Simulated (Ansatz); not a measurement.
Hg3Pt:

```xyz
4
Lattice="-2.1022 2.1022 4.6325 2.1022 -2.1022 4.6325 2.1022 2.1022 -4.6325" Properties=species:S:1:pos:R:3 pbc="T T T"
Hg    0.0000    0.0000    4.6325
Hg    2.1022    0.0000    2.3163
Hg    0.0000    2.1022    2.3163
Pt    0.0000    0.0000    0.0000
```

The cell comes from a database or a generator and needn't be the stable form of this composition.

```yaml
Program: Ansatz 0.2.0
Task: single point
Functional: PBE
Potentials_or_basis: Ansatz PAW
Cutoff: "420 eV (not typed: the program's choice for these potentials)"
k_mesh: 9 × 9 × 9
Occupations: fermi-dirac, width 0.05 eV
Spin: no spin polarisation
```

On this cell: pressure -0.9 GPa; largest force under 0.003 eV/Å; band gap on the k mesh none (metal or under the smearing width).

The same run follows on a disturbed copy (atoms moved at random, drawn with an rms of 0.05 Å):

```xyz
4
Lattice="-2.1022 2.1022 4.6325 2.1022 -2.1022 4.6325 2.1022 2.1022 -4.6325" Properties=species:S:1:pos:R:3 pbc="T T T"
Hg    0.0044    0.0199    4.6168
Hg    2.0942   -0.0213    2.3642
Hg   -0.0160    2.1126    2.2941
Pt   -0.0324   -0.0085   -0.0066
```

Question: What changes?

Answer: The energy (extrapolated to zero smearing) moves by +1.8 meV/atom; pressure -0.7 GPa; largest force 0.178 eV/Å; band gap on the k mesh none (metal or under the smearing width).

Forces in eV/Å, atoms in the order of the input:
```
Hg  -0.097 -0.074  0.129
Hg  -0.008  0.120 -0.108
Hg   0.043 -0.101 -0.067
Pt   0.063  0.055  0.046
```

Stress tensor (GPa, compression positive):
```
-0.42  0.03  0.03
 0.03 -0.98  0.13
 0.03  0.13 -0.84
```
